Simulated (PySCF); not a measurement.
# C4HClF4O: magnetic properties

Programs: PySCF 2.14.0, with routines of our own; each step states its level. All values are computed. Atoms count from 0.

### 1 The starting structure

11 atoms, charge 0, multiplicity 1; geometry from: GFN2-xTB.

### 2 Magnetic properties: GIAO HF/pcSseg-1

The job: settings as JSON, then the geometry in Å.

```
{"job": {"kind": "mag", "xc": "HF", "basis": "pcSseg-1", "isotopologues": 0}, "charge": 0, "multiplicity": 1}
O      1.240365    -1.893991     0.694141
C      1.238093    -0.730823     0.509751
F      2.361500    -0.001621     0.760986
C      0.145039     0.128329     0.020470
C      0.310919     1.456049    -0.120040
Cl    -0.832972     2.564608    -0.652430
C     -1.120886    -0.651379    -0.271920
F     -1.592103    -1.242568     0.832486
F     -2.115267     0.098360    -0.753326
F     -0.902495    -1.613952    -1.174470
H      1.273233     1.889659     0.128389
```

With the program's defaults for keys left out, this is: GIAO HF/pcSseg-1 magnetisability, rotational g tensor and spin-rotation constants, non-relativistic, gas phase.

Launch:

```sh
> OMP_NUM_THREADS=1 python excited_run.py task.json out
```

One launch serves the whole session: the jobs run in the order shown.

**Question.** How long does this first job take on 1 thread of Intel Xeon 6975P-C, shared host, and how much memory does it need?

About 15 s, with a peak of 0.81 GiB.
